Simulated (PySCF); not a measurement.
# BeAs−: from the state search to spectroscopic constants

One table from this session's results is given with a row withheld; the runs are named, their logs left out.

Program: PySCF 2.14.0. Level of theory: Be aug-pcseg-1, As aug-pcseg-1, no relativity. These are calculated values, not measurements.

2 further runs of the same task are left out: 2 set aside as unsound or not needed.

Set-up of the first run:

A driver script around PySCF takes these settings:

```json
{"atoms": "Be, As", "charge": "-1", "basis": "Be aug-pcseg-1, As aug-pcseg-1", "Hamiltonian": "no relativity", "basis functions": "49", "electrons treated": "38", "masses in u": "9.0122, 74.9216", "levels": "PBE0, PBE, r²SCAN, revPBE, M06-L, r²SCAN0, LC-ωPBE, MP2, SCS-MP2, CCSD, CCSD(T)", "grid": "80 radial by 434 angular points", "occupations": "held fixed by the projection of orbital angular momentum", "dissociation limit": "Be + As−, each in its ground configuration", "starting distance in angstrom": "2.235", "values of 2S to try": "0, 2"}
```

Command:

```sh
OMP_NUM_THREADS=1 python dia.py task.json out
```

Steps of the session up to this table: Set-up; PBE0 along the bond; Higher solutions at PBE0; PBE (GGA); r²SCAN (meta-GGA); revPBE; M06-L (meta-GGA); r²SCAN0 (hybrid meta-GGA); LC-ωPBE; Adding correlation.

One table of the session follows, with a row left open; its other results are not shown here.

Energy (eV) from each level's lowest point:

```
R (Å)  UHF-MP2  UHF-SCS-MP2  UHF-CCSD  UHF-CCSD(T)    PBE
1.785    0.843        0.858       n/a          n/a  0.751
1.868    0.399        0.411     0.416        0.438  0.346
1.951    0.142        0.149     0.153        0.168  0.116
2.014    0.040        0.045     0.047        0.057  0.030
2.076    0.000        0.000     0.001        0.006  0.000
2.138        ?            ?         ?            ?      ?
2.221    0.073        0.061     0.051        0.046  0.082
2.325    0.221        0.198     0.169        0.159  0.222
2.450    0.461        0.425     0.347        0.340  0.436
2.616    0.808        0.752       n/a          n/a  0.744
```

Q: Estimate the row for R (Å) = 2.138 from the others.

Worked estimate for «UHF-MP2». A straight line through the neighbours (2.076, 0.000) and (2.221, 0.073) gives 0.000 + (0.073 − 0.000) × (2.138 − 2.076) / (2.221 − 2.076) = 0.031; a parabola fitted to 4 rows on both sides gives 0.011.

The run gave: UHF-MP2: 0.007; UHF-SCS-MP2: 0.002; UHF-CCSD: 0.000; UHF-CCSD(T): 0.000; PBE: 0.014. In «UHF-MP2» the line misses by +0.024 and the parabola by +0.004.
